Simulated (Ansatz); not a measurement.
# Sn: a tetragonal deformation path

One table from this session's results is given with a row withheld; the runs are named, their logs left out.

Computed with Ansatz 0.2.0 (DFT PBEsol, scalar-relativistic, plane waves, PAW, unless a step's input says otherwise).

1 further run of the same task is left out (set aside as unsound or not needed).

**The system as given**

The structure is cubic, space group Fd-3m (No. 227). The conventional cell has a = 6.491 Å, b = 6.491 Å, c = 6.491 Å, α = 90.00°, β = 90.00°, γ = 90.00°. Around Sn (site symmetry -43m) lie 4 Sn at 2.81 Å.

As a file:

```
Sn
1.0
     0.00000    3.24560    3.24560
     3.24560    0.00000    3.24560
     3.24560    3.24560    0.00000
Sn
2
Cartesian
  3.2456 3.2456 3.2456
  4.8684 4.8684 4.8684
```

The cell is taken as given, not relaxed at this level.

**The reference cell**

Reference values: F = -11899.5040 eV; pressure 0.99 GPa; largest force 0.000 eV/Å; gap on the mesh none (metal). It was computed beforehand with the settings of the runs below.

Set-up of the first run:

At fixed volume and fractional coordinates, lengths along (0.000, 0.000, 1.000) are scaled against those across it; ρ is that ratio over its starting value.

input.yaml reads:

```yaml
crystal:
  lattice:
    - [0.0, 3.6432462238, 2.5757750802]
    - [3.6432462238, 0.0, 2.5757750802]
    - [3.6432462238, 3.6432462238, 0.0]
  atoms:
    - { symbol: Sn, position: [0.5, 0.5, 0.5] }
    - { symbol: Sn, position: [0.75, 0.75, 0.75] }
basis:
  ecutwfc: 420
kpoints:
  mp_grid: { grid: [14, 14, 14] }
hamiltonian:
  xc: pbesol
scf:
  occupations: { method: gaussian, width: 0.15 }
output:
  forces: true
  stress: true
  eigenvalues: true
  write_density: true
  write_potential: true
  elf: true
  volumetric_format: npy
```

Run with:

```console
ansatz run input.yaml --threads 1 --pin off --max-ram 2560MiB --backend cpu --events-out ev --progress --plain --runs-dir out
```

Among the steps run: Point ρ = 0.707; Point ρ = 1.414; Point ρ = 0.850; ρ = 1.200; At ρ = 0.780; At ρ = 1.300; ρ = 0.920; At ρ = 1.100; At ρ = 0.650; At ρ = 1.500; At ρ = 0.960; ρ = 1.050.

One table of the session follows, with a row left open; its other results are not shown here.

It belongs to the step «The scan collected». Collected from the runs (energy zero: the undisturbed cell):

```
    ρ  ΔE (meV/atom)  pressure (GPa)
0.650          168.4            -1.9
0.707          132.4            -0.9
0.780              ?               ?
0.850           44.8             0.6
0.920           13.5             0.9
0.960            3.4             1.0
1.000            0.0             1.0
1.050            5.5             1.0
1.100           21.8             0.9
1.200           83.9             0.8
1.300          167.8             0.7
1.414          253.7             0.3
1.500          295.0            -0.3
```

Q: Estimate the row for ρ = 0.780 from the others.

Worked estimate for «ΔE (meV/atom)». A straight line through the neighbours (0.707, 132.4) and (0.850, 44.8) gives 132.4 + (44.8 − 132.4) × (0.780 − 0.707) / (0.850 − 0.707) = 87.7; a parabola fitted to 4 rows on both sides gives 85.1.

As computed: ΔE (meV/atom): 86.3; pressure (GPa): 0.0. In «ΔE (meV/atom)» the line misses by +1.4 and the parabola by -1.2.
